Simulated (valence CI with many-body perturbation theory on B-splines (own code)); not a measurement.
# Levels and ionisation energy of Tl³²⁺

What does CI with core correlation give for the spectrum of Tl³²⁺? Levels and ionisation energy come from one run, set against NIST.

The numbers are computed with an in-house CI+MBPT code version 3 (configuration interaction of the valence electrons, many-body perturbation theory for a frozen closed Dirac-Fock core, no-pair Dirac Hamiltonian, B-spline basis), except any that are marked as measured or tabulated.

## Step 1: Starting point

| Property | Result |
| --- | --- |
| element | thallium (Z = 81, A = 205) |
| charge | +32 |
| frozen core | [Kr] 4d10 |
| start configuration of the valence electrons | 4f3 |
| nuclear rms radius | 5.4759 fm |

## Step 2: The calculation

Settings of the run:

```ini
atom Tl  Z=81  mass_number=205  rms_radius_fm=5.4759
core [Kr] 4d10
valence 4f3
avg = 1
basis = L
breit = 1
cap = 40000
capref = 1200
cscale = 1
de = 0.0
dress = 0
eps = 2e-08
h = 0.27
hh = 1
l2 = 3
lcore = 6
maxit = 60
n2 = 5
natural = 1
nlev = 60
nno = [5, 5, 6, 7, 5, 3, 2]
nroot = 26
nsp = [3, 3, 3, 2, 1, 0, 0]
pt2 = 1
qed = 1
rpa = 1
s1 = 1
s2 = 1
s3 = 1
screen = 1
tol = 2e-05
```

The run is started by

```sh
python run_cv.py task.json out
```

task.json holds these settings.

Q: Predict the results.

As calculated:

```
                                  quantity                  computed                             tabulated
                              lowest level               4f3 ⁴I° 9/2                            4f3 ⁴I°9/2
                          first excitation  4f3 ⁴I° 11/2, 41752 cm⁻¹                                     -
        ionisation energy, to 4f2 ³H J = 4                 1215.9 eV  1230 ± 60 eV (tabulated theoretical)
     hyperfine A/(μ/I) of the lowest level                  6875 MHz                                     -
no level missing from the run's list below              1560199 cm⁻¹                                     -
```

What this shows: The ionisation energy is 14.1 eV (1.15 %) below the NIST entry, whose uncertainty is 60 eV. Of the added terms Σ2 moves the ionisation energy most, by +6.62 eV. The lowest level is 100 % 4f3, but only 74 % ⁴I° beside 23 % ²H°, so its LS name says little. Cautions: the list stops below the first excitations out of the core; by estimate large intervals hold to a few tenths of a per cent, small ones and the rates on them less well.
